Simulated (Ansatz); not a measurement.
Born–Oppenheimer molecular dynamics of a periodic cell of 30 atoms, LiSi$_{2}$Rh$_{2}$ (host LiSi2Rh2, host structure P4/mbm). It goes on from the last frame of an earlier run, with new velocities.

All numbers below come from DFT r2SCAN, scalar-relativistic, plane waves, PAW in Ansatz. Settings: accuracy low, cutoff 500 eV, k mesh 1x1x1, fermi-dirac smearing 0.05 eV, no spin polarisation.

* ensemble: NVE (velocity Verlet)
* time step: 1 fs
* steps asked: 160
* starting velocities drawn for: 2400 K
* seed: 13697

First frame:

```xyz
30
Lattice="7.1558 0.0000 0.0000 0.0000 6.9130 0.0000 0.0000 0.0000 8.4052" Properties=species:S:1:pos:R:3
Li -0.464 -0.134 0.935
Li 3.213 3.398 -0.271
Si 4.572 0.975 0.085
Si 0.893 2.325 -0.102
Si 5.920 4.223 -0.300
Si 1.913 6.303 0.257
Rh 2.535 1.460 1.393
Rh 6.221 2.355 1.652
Rh 1.098 4.365 1.504
Rh 4.465 5.992 1.113
Li 0.161 0.247 3.461
Li 3.324 3.309 3.007
Si 4.417 1.168 2.918
Si 0.997 2.675 3.019
Si 6.186 4.636 2.529
Si 2.668 5.953 2.705
Rh 2.489 0.733 4.387
Rh 5.882 2.653 4.389
Rh 1.463 4.732 4.329
Rh 4.607 5.705 4.002
Li 0.207 -0.023 6.331
Li 3.700 3.699 5.684
Si 4.815 1.014 5.461
Si 1.262 2.530 5.354
Si 6.324 4.529 5.462
Si 2.680 5.834 5.938
Rh 2.521 1.148 6.968
Rh 6.128 2.173 7.123
Rh 0.926 4.229 7.097
Rh 4.869 6.117 7.025
```

**Question.** What does the run give?

**Answer.** All steps were run.

```json
{"steps done": "160", "time covered": "160 fs", "mean temperature over the second half": "1655 K", "spread of the potential energy over the second half": "25.0 meV per atom", "mean potential energy of the second half above the start": "93.1 meV per atom"}
```

The conserved energy stayed within 0.12 meV per atom of its start (net change 0.021 meV per atom), so the integration is sound. A run of 0.16 ps of so small a system gives no equilibrium averages. Limits of this set-up: coarse k mesh, low accuracy level.

**Question.** What happens to the structure?

**Answer.** Mean squared displacements from the first frame to the last, about the centre of mass: Li 0.52 Å², Si 0.20 Å², Rh 0.16 Å². Another seed would give other details.

**Question.** How do temperature and energy run in time?

**Answer.** 
```csv
time (fs),T (K),potential energy less start (eV),conserved less start (meV/atom)
0,2400,0.000,0.00
8,2149,0.940,0.03
16,1773,2.351,0.07
24,1672,2.732,0.08
32,1882,1.942,0.01
40,1916,1.813,-0.02
48,1550,3.189,0.05
56,1321,4.050,0.10
64,1576,3.090,-0.01
72,1581,3.071,0.00
80,1453,3.553,0.06
88,1554,3.172,0.01
96,1557,3.162,0.03
104,1558,3.156,0.06
112,1741,2.473,0.05
120,2018,1.432,-0.01
128,1976,1.587,-0.01
136,1582,3.069,0.07
144,1365,3.882,0.10
152,1561,3.145,0.06
160,1851,2.060,0.02
```

The run took 17 min on 2 threads of AMD EPYC 7B13 (Zen 3), with other jobs on the host, peak memory 0.91 GiB.
